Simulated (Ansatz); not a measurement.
**C₂H₇ClGeO₂: up Jacob's ladder to CCSD(T)**

The task here is to estimate one member of a computed series from the others.

Program: Ansatz 0.2.0, Gaussian basis. Level of theory: functionals in def2-TZVPP, the program's frozen cores in correlated methods. These are calculated values, not measurements.

Plan: PBE-D4, r2SCAN-D4, PBE0-D4, B3LYP-D4, ωB97X-V, ωB97M-V, B2PLYP; CCSD(T)/def2-TZVPP; MP2/def2-QZVPP; extrapolation to the limit.

### The relaxed structure

An earlier PBE0-D4 in a triple-zeta def2 set relaxation fixed the geometry.

SMILES `C[O][GeH]([Cl])[O]C`, 13 atoms, charge 0, spin multiplicity 1.

Atoms are counted from 1 here; the program's logs count them from 0.

Bond lengths: C1–O2 1.412 Å, C1–H7 1.097 Å, C1–H8 1.091 Å, C1–H9 1.095 Å, O2–Ge3 1.758 Å, Ge3–Cl4 2.155 Å, Ge3–O5 1.746 Å, Ge3–H10 1.526 Å, O5–C6 1.417 Å, C6–H11 1.095 Å, C6–H12 1.094 Å, C6–H13 1.091 Å. Angles: O2–C1–H7 111.9°, O2–C1–H8 107.5°, O2–C1–H9 111.8°, H7–C1–H8 108.3°, H7–C1–H9 108.6°, H8–C1–H9 108.6°, C1–O2–Ge3 121.2°, O2–Ge3–Cl4 107.2°, O2–Ge3–O5 106.5°, O2–Ge3–H10 114.5°, Cl4–Ge3–O5 110.1°, Cl4–Ge3–H10 109.6°, O5–Ge3–H10 108.8°, Ge3–O5–C6 120.1°, O5–C6–H11 111.5°, O5–C6–H12 111.6°, O5–C6–H13 107.3°, H11–C6–H12 108.9° and more.

As a file:

```mol
C2H7ClGeO2
  3D, bonds by distance, orders not assigned

 13 12  0  0  0  0  0  0  0  0999 V2000
    0.5173   -1.3108   -1.8395 C   0  0
    0.3870   -0.9513   -0.4804 O   0  0
    0.8137    0.6595    0.0798 Ge  0  0
   -0.2056    2.0674   -1.1947 Cl  0  0
    0.2194    0.7900    1.7162 O   0  0
   -1.1503    0.5592    1.9944 C   0  0
    1.5623   -1.2844   -2.1713 H   0  0
    0.1508   -2.3334   -1.9453 H   0  0
   -0.0735   -0.6588   -2.4912 H   0  0
    2.3111    0.9552    0.0748 H   0  0
   -1.7908    1.2858    1.4836 H   0  0
   -1.4555   -0.4501    1.7026 H   0  0
   -1.2859    0.6717    3.0711 H   0  0
  1  2  8  0
  2  3  8  0
  3  4  8  0
  3  5  8  0
  5  6  8  0
  1  7  8  0
  1  8  8  0
  1  9  8  0
  3 10  8  0
  6 11  8  0
  6 12  8  0
  6 13  8  0
M  END
```

The first run:

Input file in.yaml:

```yaml
crystal:
  periodic: [false, false, false]
  atoms:
    - {symbol: C, position_ang: [0.517341, -1.310817, -1.839537]}
    - {symbol: O, position_ang: [0.387018, -0.951275, -0.480411]}
    - {symbol: Ge, position_ang: [0.813732, 0.659528, 0.079824]}
    - {symbol: Cl, position_ang: [-0.205628, 2.067410, -1.194685]}
    - {symbol: O, position_ang: [0.219352, 0.790008, 1.716222]}
    - {symbol: C, position_ang: [-1.150291, 0.559184, 1.994366]}
    - {symbol: H, position_ang: [1.562274, -1.284447, -2.171324]}
    - {symbol: H, position_ang: [0.150830, -2.333382, -1.945329]}
    - {symbol: H, position_ang: [-0.073458, -0.658791, -2.491221]}
    - {symbol: H, position_ang: [2.311128, 0.955162, 0.074782]}
    - {symbol: H, position_ang: [-1.790841, 1.285802, 1.483630]}
    - {symbol: H, position_ang: [-1.455533, -0.450081, 1.702557]}
    - {symbol: H, position_ang: [-1.285933, 0.671689, 3.071126]}
basis:
  gaussian: {orbitals: def2-TZVPP}
hamiltonian: {xc: pbe, dispersion: d4}
output: {forces: true, orbitals: {seedname: orbitals}}
```

Started as:

```bash
> ansatz run in.yaml --threads 2 --pin off --events-out ev --progress --plain --max-ram 22528MiB --backend cuda --devices 0, --max-vram 18GiB
```

Among the steps run: PBE-D4 (GGA); r2SCAN-D4 (meta-GGA); PBE0-D4 (hybrid); B3LYP-D4 (hybrid); ωB97X-V (range-separated); ωB97M-V (range-separated); B2PLYP (double hybrid); CCSD(T) in def2-TZVPP; MP2 in def2-QZVPP.

One table of the session follows, with a row left open; its other results are not shown here.

It belongs to the step «Atomisation energies». 

```
            method  atomisation energy (kJ/mol)
            PBE-D4                       4782.6
         r2SCAN-D4                       4717.3
           PBE0-D4                            ?
          B3LYP-D4                       4679.0
           ωB97X-V                       4720.7
           ωB97M-V                       4704.4
            B2PLYP                       4644.8
     HF/def2-TZVPP                       3361.2
    MP2/def2-TZVPP                       4691.5
   CCSD/def2-TZVPP                       4527.6
CCSD(T)/def2-TZVPP                       4602.9
           MP2/CBS                       4805.4
       CCSD(T)/CBS                       4716.8
```

**Question.** Estimate the row for PBE0-D4.

**Answer.** atomisation energy (kJ/mol): 4688.9. In the column «atomisation energy (kJ/mol)» it lies between B3LYP-D4 (4679.0) and MP2/def2-TZVPP (4691.5).
